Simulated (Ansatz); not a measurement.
# C2H6Cl2Se2Ti: the cost of one run

The runs use Ansatz 0.2.0, Gaussian basis; the settings change from run to run.

## 1. The molecule

The geometry comes from an earlier relaxation with PBE0-D4 in a triple-zeta def2 set; it is a stationary point, not always the lowest conformer.

SMILES `C[Se][Ti]([Cl])([Cl])[Se]C`, 13 atoms, charge 0, spin multiplicity 1.

Atoms are counted from 1 here; the program's logs count them from 0.

Bond lengths: C1–Se2 1.962 Å, C1–H8 1.088 Å, C1–H9 1.089 Å, C1–H10 1.087 Å, Se2–Ti3 2.385 Å, Ti3–Cl4 2.183 Å, Ti3–Cl5 2.183 Å, Ti3–Se6 2.385 Å, Se6–C7 1.962 Å, C7–H11 1.087 Å, C7–H12 1.089 Å, C7–H13 1.088 Å. Angles: Se2–C1–H8 109.2°, Se2–C1–H9 106.6°, Se2–C1–H10 109.8°, H8–C1–H9 110.7°, H8–C1–H10 110.4°, H9–C1–H10 110.1°, C1–Se2–Ti3 98.8°, Se2–Ti3–Cl4 111.3°, Se2–Ti3–Cl5 104.5°, Se2–Ti3–Se6 104.1°, Cl4–Ti3–Cl5 120.2°, Cl4–Ti3–Se6 104.5°, Cl5–Ti3–Se6 111.3°, Ti3–Se6–C7 98.8°, Se6–C7–H11 109.8°, Se6–C7–H12 106.6°, Se6–C7–H13 109.2°, H11–C7–H12 110.1° and more.

## 2. PBE0-DH/def2-SVPD

This run has unrestricted orbitals.

in.yaml

```yaml
crystal:
  periodic: [false, false, false]
  atoms:
    - {symbol: C, position_ang: [0.077517, -2.396825, 0.043740]}
    - {symbol: Se, position_ang: [-0.003973, -1.168475, -1.483530]}
    - {symbol: Ti, position_ang: [-1.452193, 0.479613, -0.548229]}
    - {symbol: Cl, position_ang: [-3.271494, -0.425795, 0.248650]}
    - {symbol: Cl, position_ang: [-1.576551, 2.030147, -2.079568]}
    - {symbol: Se, position_ang: [-0.279793, 1.257892, 1.377400]}
    - {symbol: C, position_ang: [1.340399, 1.922132, 0.493187]}
    - {symbol: H, position_ang: [0.533017, -1.886415, 0.889832]}
    - {symbol: H, position_ang: [0.687364, -3.242614, -0.268788]}
    - {symbol: H, position_ang: [-0.924502, -2.733517, 0.298833]}
    - {symbol: H, position_ang: [1.074864, 2.680362, -0.239649]}
    - {symbol: H, position_ang: [1.964112, 2.357596, 1.271836]}
    - {symbol: H, position_ang: [1.851535, 1.091299, 0.011185]}
basis:
  gaussian: {orbitals: def2-SVPD}
magnetization: {spin_polarized: true, initial_magnetization: 0}
hamiltonian: {xc: {name: PBE0-DH}}
output: {forces: true}
```

On the command line:

```console
$ ansatz run in.yaml --threads 4 --pin off --events-out ev --progress --plain --max-ram 66560MiB --backend cpu
```

Q: Estimate wall time and peak memory on 4 threads of AMD EPYC 7R13, shared host.

About 2.1 min, with a peak of 2.5 GiB.
